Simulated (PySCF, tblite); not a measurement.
**C₄H₁₀NOSi₂ radical: geometry, infrared bands and EPR parameters**

Aim: predict the infrared bands and EPR parameters of C₄H₁₀NOSi₂ radical (`C=[C]OC(=C)N([SiH3])[SiH3]`).

Computed with tblite 0.8.0 and PySCF 2.14.0, with density-fitted response routines of our own, on a single molecule in the gas phase. Atoms are numbered from 0 throughout.

## Step 1: The starting structure

18 atoms, charge 0, multiplicity 2; geometry from: force field or distance geometry start.

Bonds of the start (Å): C0–C1 1.36, C1–O2 1.39, O2–C3 1.40, C3–C4 1.35, C3–N5 1.41, N5–Si6 1.80, N5–Si7 1.76, C0–H8 1.08, C0–H9 1.08, C4–H10 1.07, C4–H11 1.09, Si6–H12 1.47, Si6–H13 1.46, Si6–H14 1.48, Si7–H15 1.49, Si7–H16 1.48, Si7–H17 1.45.

## Step 2: Geometry optimisation with GFN2-xTB

Job settings and geometry (Å):

```
{"job": {"kind": "relax", "xc": "GFN2-xTB", "basis": "xTB"}, "charge": 0, "multiplicity": 2}
C      3.322900    -0.162500     0.006100
C      2.617600    -0.096300    -1.152300
O      1.373500     0.527800    -1.114200
C      0.332500    -0.288300    -0.641800
C      0.569800    -1.586700    -0.373600
N     -0.946000     0.269500    -0.427800
Si    -2.308000    -0.653600     0.306400
Si    -1.249000     1.947400    -0.881200
H      2.862900     0.281100     0.881800
H      4.290000    -0.642800     0.033700
H      1.524500    -2.038600    -0.532200
H     -0.226900    -2.238200    -0.003100
H     -2.547100    -1.891000    -0.453100
H     -3.510000     0.177300     0.374500
H     -1.918300    -0.993700     1.697700
H     -2.358300     2.454200    -0.032200
H     -1.715900     2.102500    -2.281900
H     -0.123100     2.838100    -0.683000
```

The run is started by

```
OMP_NUM_THREADS=1 python probes_run.py task.json out
```

The driver reads the jobs from task.json and runs them one after another.

Standard output:

```text
step      E/eV     max force
  0    -653.27381    3.132
  1    -653.44320    2.083
  2    -653.54090    0.894
  3    -653.61226    0.841
  4    -653.65955    0.686
  5    -653.70699    0.620
  6    -653.74343    0.568
  7    -653.77570    0.591
  8    -653.80554    0.453
  9    -653.82983    0.355
 10    -653.84764    0.251
 11    -653.85945    0.278
 12    -653.86822    0.242
 13    -653.87701    0.204
 14    -653.88550    0.217
 15    -653.89370    0.230
 16    -653.90203    0.236
 17    -653.91132    0.236
 18    -653.92197    0.277
 19    -653.93265    0.262
 20    -653.94190    0.227
 21    -653.95069    0.275
 22    -653.95987    0.256
 23    -653.96805    0.246
 24    -653.97423    0.196
 25    -653.97857    0.138
 26    -653.98183    0.120
 27    -653.98514    0.135
 28    -653.98880    0.156
 29    -653.99268    0.164
 30    -653.99660    0.139
 31    -654.00011    0.143
 32    -654.00312    0.154
 33    -654.00603    0.193
 34    -654.01005    0.178
 35    -654.01691    0.154
 36    -654.02101    0.164
 37    -654.02523    0.163
 38    -654.03038    0.195
 39    -654.03710    0.201
 40    -654.04282    0.157
 41    -654.04704    0.201
 42    -654.05029    0.171
 43    -654.05354    0.148
 44    -654.05689    0.102
 45    -654.05911    0.092
 46    -654.06060    0.095
 47    -654.06276    0.116
 48    -654.06587    0.153
 49    -654.06961    0.139
 50    -654.07234    0.096
 51    -654.07387    0.085
 52    -654.07517    0.095
 53    -654.07687    0.115
 54    -654.07857    0.097
 55    -654.07983    0.063
 56    -654.08071    0.067
 57    -654.08149    0.073
 58    -654.08256    0.065
 59    -654.08352    0.068
 60    -654.08424    0.068
 61    -654.08476    0.053
 62    -654.08522    0.047
 63    -654.08566    0.049
 64    -654.08605    0.045
 65    -654.08637    0.043
 66    -654.08661    0.037
 67    -654.08679    0.031
 68    -654.08693    0.031
 69    -654.08711    0.038
 70    -654.08737    0.052
 71    -654.08771    0.054
 72    -654.08804    0.042
 73    -654.08833    0.036
 74    -654.08864    0.041
 75    -654.08905    0.051
 76    -654.08954    0.052
 77    -654.08994    0.043
 78    -654.09016    0.038
 79    -654.09033    0.041
 80    -654.09059    0.047
 81    -654.09115    0.055
 82    -654.09193    0.074
 83    -654.09256    0.067
 84    -654.09289    0.044
 85    -654.09311    0.029
 86    -654.09335    0.042
 87    -654.09366    0.048
 88    -654.09395    0.037
 89    -654.09415    0.041
 90    -654.09430    0.037
 91    -654.09446    0.028
 92    -654.09466    0.035
 93    -654.09486    0.027
 94    -654.09501    0.024
 95    -654.09514    0.025
 96    -654.09529    0.028
 97    -654.09547    0.034
 98    -654.09569    0.032
 99    -654.09593    0.033
100    -654.09618    0.029
101    -654.09639    0.037
102    -654.09652    0.022
103    -654.09659    0.020
104    -654.09663    0.019
105    -654.09668    0.017
106    -654.09675    0.027
107    -654.09687    0.020
108    -654.09698    0.019
109    -654.09707    0.018
110    -654.09714    0.016
111    -654.09721    0.019
112    -654.09729    0.023
113    -654.09741    0.030
114    -654.09757    0.031
115    -654.09777    0.031
116    -654.09795    0.028
117    -654.09811    0.031
118    -654.09823    0.032
119    -654.09836    0.031
120    -654.09855    0.032
121    -654.09879    0.037
122    -654.09904    0.043
123    -654.09924    0.032
124    -654.09936    0.022
125    -654.09944    0.020
126    -654.09949    0.016
127    -654.09953    0.018
128    -654.09956    0.011
129    -654.09959    0.014
130    -654.09963    0.026
131    -654.09967    0.017
132    -654.09973    0.024
133    -654.09978    0.013
134    -654.09981    0.012
135    -654.09983    0.013
136    -654.09986    0.012
137    -654.09988    0.011
138    -654.09990    0.006
```

Wall time 0.99 s (1 thread of Arm Neoverse V2, shared host).

Relaxation path: (not every step is listed)

```
step  energy from step 0 (eV)  largest force (eV/Å)
   0                   0.0000                3.1318
   1                  -0.1694                2.0828
   2                  -0.2671                0.8935
   3                  -0.3384                0.8410
   4                  -0.3857                0.6863
   5                  -0.4332                0.6197
   6                  -0.4696                0.5680
   7                  -0.5019                0.5908
   8                  -0.5317                0.4528
  20                  -0.6681                0.2266
  32                  -0.7293                0.1538
  44                  -0.7831                0.1016
  56                  -0.8069                0.0668
  68                  -0.8131                0.0310
  80                  -0.8168                0.0472
  92                  -0.8208                0.0354
 104                  -0.8228                0.0187
 116                  -0.8241                0.0280
 128                  -0.8257                0.0115
 133                  -0.8260                0.0133
 134                  -0.8260                0.0122
 135                  -0.8260                0.0127
 136                  -0.8261                0.0118
 137                  -0.8261                0.0112
 138                  -0.8261                0.0065
```

Close pairs (by a distance rule), those that changed most:

```
   bond  before (Å)  after (Å)  change (Å)
  C1–O2       1.392      1.318      -0.075
 N5–Si6       1.802      1.742      -0.060
  C0–C1       1.358      1.306      -0.052
  C3–N5       1.411      1.369      -0.042
  O2–C3       1.405      1.376      -0.029
Si7–H15       1.486      1.461      -0.025
Si7–H16       1.485      1.460      -0.024
 C4–H11       1.094      1.071      -0.023
```

The final coordinates are the input of the step that follows.

## Step 3: Vibrational analysis with GFN2-xTB

Job settings and geometry (Å):

```
{"job": {"kind": "ir", "xc": "GFN2-xTB", "basis": "xTB"}, "charge": 0, "multiplicity": 2}
C      3.356564    -0.035814    -0.383738
C      2.324691     0.317690    -1.101147
O      1.043969     0.547837    -0.894490
C      0.151808    -0.360753    -0.373423
C      0.493872    -1.608575    -0.043765
N     -1.080197     0.230677    -0.295151
Si    -2.459636    -0.688990     0.239463
Si    -1.043930     1.913641    -0.811656
H      3.315291    -0.171600     0.698002
H      4.325473    -0.162092    -0.833863
H      1.500925    -1.953486    -0.185969
H     -0.219845    -2.295289     0.362586
H     -2.648056    -1.822864    -0.669191
H     -3.587564     0.230989     0.189015
H     -2.217270    -1.152761     1.608682
H     -2.422453     2.354964    -0.610904
H     -0.696091     1.991679    -2.227898
H     -0.146310     2.671067     0.057033
```

Standard output:

```text
mode    cm-1     km/mol
  1      36.4      0.18
  2      50.1      0.82
  3      97.5      3.10
  4     144.5      3.28
  5     150.3      6.24
  6     190.0      0.55
  7     214.3      7.48
  8     253.0      0.74
  9     270.0      0.54
 10     349.5      0.26
 11     404.3     16.28
 12     452.8     36.56
 13     543.4      5.16
 14     558.5     21.25
 15     569.7      5.05
 16     576.1      3.01
 17     607.8    185.58
 18     616.2     34.34
 19     637.9     15.63
 20     676.4     33.75
 21     741.5      0.78
 22     760.3    221.90
 23     773.7    154.42
 24     783.1     79.27
 25     794.2    490.78
 26     815.4    211.73
 27     830.9     32.15
 28     841.0    439.10
 29     886.7     15.29
 30     964.4     70.24
 31    1012.4     82.09
 32    1028.0    179.23
 33    1131.4     54.14
 34    1242.7    369.05
 35    1374.9      0.34
 36    1392.0     57.29
 37    1662.2    368.12
 38    1736.2    157.51
 39    2229.3    340.15
 40    2238.7    198.95
 41    2268.1    278.51
 42    2277.5    468.06
 43    2290.0     60.33
 44    2318.6    401.26
 45    2883.0     22.67
 46    3112.7      9.32
 47    3141.7      1.89
 48    3186.2     23.23
```

Wall time 0.66 s (1 thread of Arm Neoverse V2, shared host).

Which atoms move in the most intense modes:

```
cm⁻¹  km/mol                         atoms
 794   490.8  H12 31 %, H14 30 %, H13 19 %
 841   439.1  H15 29 %, H17 22 %, H16 20 %
1243   369.1    C3 47 %, N5 31 %, H11 13 %
1662   368.1              C3 58 %, C4 34 %
2229   340.1            H14 75 %, H12 21 %
2268   278.5  H15 46 %, H17 32 %, H16 14 %
2278   468.1            H16 46 %, H17 45 %
2319   401.3                      H13 90 %
```

## Step 4: EPR parameters: B3LYP/pcH-1

Same as in step 3 but for these lines:

```diff
@@ -1,2 +1,2 @@
-{"job": {"kind": "ir", "xc": "GFN2-xTB", "basis": "xTB"}, "charge": 0, "multiplicity": 2}
+{"job": {"kind": "epr", "basis": "pcH-1"}, "charge": 0, "multiplicity": 2}
 C      3.356564    -0.035814    -0.383738
```

Method: UKS B3LYP, pcH-1 on C H N O Si, non-relativistic, mean-field spin-orbit, GIAO.

Standard output:

```text
UKS, coarse grid
  cycle   1  E = -867.24290247  |g| = 4.94e-01
  cycle   2  E = -867.16074060  |g| = 6.43e-01
  cycle   3  E = -867.33252562  |g| = 1.05e-01
  cycle   4  E = -867.33700811  |g| = 5.65e-02
  cycle   5  E = -867.33844673  |g| = 1.74e-02
  cycle   6  E = -867.33858919  |g| = 6.03e-03
  cycle   7  E = -867.33861772  |g| = 2.87e-03
  cycle   8  E = -867.33862684  |g| = 1.76e-03
  cycle   9  E = -867.33863331  |g| = 6.70e-04
UKS, final grid
  cycle   1  E = -867.33862833  |g| = 8.46e-04
  cycle   2  E = -867.33862800  |g| = 1.48e-03
  cycle   3  E = -867.33862895  |g| = 1.79e-04
  cycle   4  E = -867.33862905  |g| = 1.75e-04
  cycle   5  E = -867.33862909  |g| = 8.08e-05
  cycle   6  E = -867.33862910  |g| = 1.51e-05
E = -867.33862910 Eh   <S^2> = 0.7583 (exact 0.7500)
g shifts (ppm)      1          2          3
  rmc          -193       -193       -193
  gc             18         16        -39
  oz_so        -783         -8       1292
  total        -959       -186       1060
hyperfine (MHz)  atom isotope    a_iso     a_fc   dipolar eigenvalues
    0   13C      63.16      63.18    -20.26     -1.61     21.87
    1   13C     458.02     458.12    -74.52    -52.24    126.76
    2   17O    -103.69    -103.72    -41.99     20.42     21.58
    3   13C      16.11      16.11     -6.55     -1.40      7.95
    4   13C       4.43       4.44     -4.60     -2.81      7.41
    5   14N       0.38       0.38     -0.40     -0.19      0.59
    6  29Si      -0.65      -0.65     -0.55      0.20      0.36
    7  29Si      -0.52      -0.52     -0.66      0.22      0.44
    8    1H     140.22     140.22     -5.68     -1.11      6.78
    9    1H      57.07      57.08     -8.17     -5.35     13.51
   10    1H      -2.01      -2.02     -3.37     -0.76      4.13
   11    1H      -1.51      -1.51     -2.98     -1.05      4.02
   12    1H       0.99       0.99     -0.55     -0.51      1.06
   13    1H       0.20       0.20     -0.41     -0.34      0.75
   14    1H       0.00       0.00     -0.52     -0.50      1.02
   15    1H      -0.22      -0.22     -0.61     -0.58      1.19
   16    1H      -0.00      -0.00     -1.93     -1.71      3.64
   17    1H      -0.49      -0.49     -1.68     -1.52      3.19
```

It took 2.6 min on 1 thread of Arm Neoverse V2, shared host; peak memory 1.1 GiB.

Principal g values 2.00136, 2.00213, 2.00338; g(iso) = 2.00229, against 2.00232 for a free electron.

Mean a(iso) over the nuclei that a row names, and the largest dipolar term of the row (other rows stand at the frozen geometry):

```
                      nuclei  isotope  a(iso) (MHz)  a(iso) (G, at g = 2.0023)  largest dipolar term (MHz)
                          C1      13C         458.0                      163.4                       126.8
                          H8       1H         140.2                       50.0                         6.8
                          O2      17O        -103.7                      -37.0                       -42.0
                          C0      13C          63.2                       22.5                        21.9
                          H9       1H          57.1                       20.4                        13.5
                          C3      13C          16.1                        5.7                         7.9
                          C4      13C           4.4                        1.6                         7.4
                         H10       1H          -2.0                       -0.7                         4.1
                         H11       1H          -1.5                       -0.5                         4.0
                    Si6, Si7     29Si          -0.6                       -0.2                        -0.7
                          N5      14N           0.4                        0.1                         0.6
H12, H13, H14, H15, H16, H17       1H           0.1                        0.0                         3.6
```

Mulliken spin populations:

C0 -0.12; C1 0.90; O2 0.07; C3 0.00; C4 0.06; N5 0.00; Si6 0.00; Si7 0.00; H8 0.07; H9 0.02; H10 0.00; H11 0.00; H12 0.00; H13 0.00; H14 0.00; H15 0.00; H16 0.00; H17 0.00

In first order the couplings over 0.8 MHz of 1H give 16 distinct lines over 71.7 G, if the averaged nuclei exchange fast; the same motion can average rows kept apart here too.

Orbitals, density, ELF and potential are computed afterwards from the orbital file.

ELF in a plane through or near 10 of the atoms.

Ten even steps from '0' (0.00) to '9' (1.00):
```
0000000000000000000000000000
0000000000000000000000000000
0000000000000000000000000000
0000000000001784000000000000
0000000006734998002210000000
0000000009986998026630000000
0000000008994272046741000000
0000012301981440112133200000
0002565661017543642189950000
0008999687225267682699981000
0009999483678566572499970000
0007997672744517860003310000
0000221477268410217730000000
0000001475023021719992000000
0000000131000053139997000000
0000000000000145338995000000
0000000000000011102540000000
0000000000000000000000000000
0000000000000000000000000000
0000000000000000000000000000
```
The map spans 13.9 Å across and 10.1 Å up, centred on the molecule. Atoms in the plane (x, y in Å): C0 (-3.3, -0.2), C3 (-0.2, 0.3), C4 (-0.6, 1.6), N5 (1.1, -0.2), Si6 (2.4, 1.0), Si7 (1.2, -1.9), H9 (-4.3, -0.3), H11 (0.1, 2.4), H13 (3.6, 0.1), H15 (2.6, -2.2).

On the surface of density 0.002 e/bohr³ the electrostatic potential runs, from the 1st to the 99th percentile, from -0.65 V near C4 to 1.30 V near H14.

The spin density lies nearest to C1 66 %; O2 11 %; H8 7 %; C0 7 % (both signs).

## Step 5: What came out

```
                                                                  quantity                 value
                                 strongest single infrared mode (GFN2-xTB)  794 cm⁻¹, 491 km/mol
                                              zero-point energy (GFN2-xTB)         74.5 kcal/mol
                                                            g(iso) (B3LYP)               2.00229
                                                                      ⟨S²⟩    0.758 (exact 0.75)
                                        largest a(iso) (averaged by class)  13C on C1, 458.0 MHz
potential on the surface of density 0.002 e/bohr³, 1st and 99th percentile    -0.65 V and 1.30 V
```

**Reading.** The optimisation took 138 steps and gained 0.826 eV; among the close pairs (by a distance rule), C1–O2 changed most, from 1.392 to 1.318 Å. No mode is imaginary among the 48: a minimum at this level. The strongest single mode, at 794 cm⁻¹, is carried by H12, H14, H13. Unscaled tight-binding wavenumbers are off by several per cent, some by more. Its intensities can rank the bands wrongly. C1 carries the largest spin population, 0.90 e. The isotropic g lies 0.0 ppt below the free-electron value. The conformer search found further structures of the same energy, which may be mirror or relabelled copies of this one.
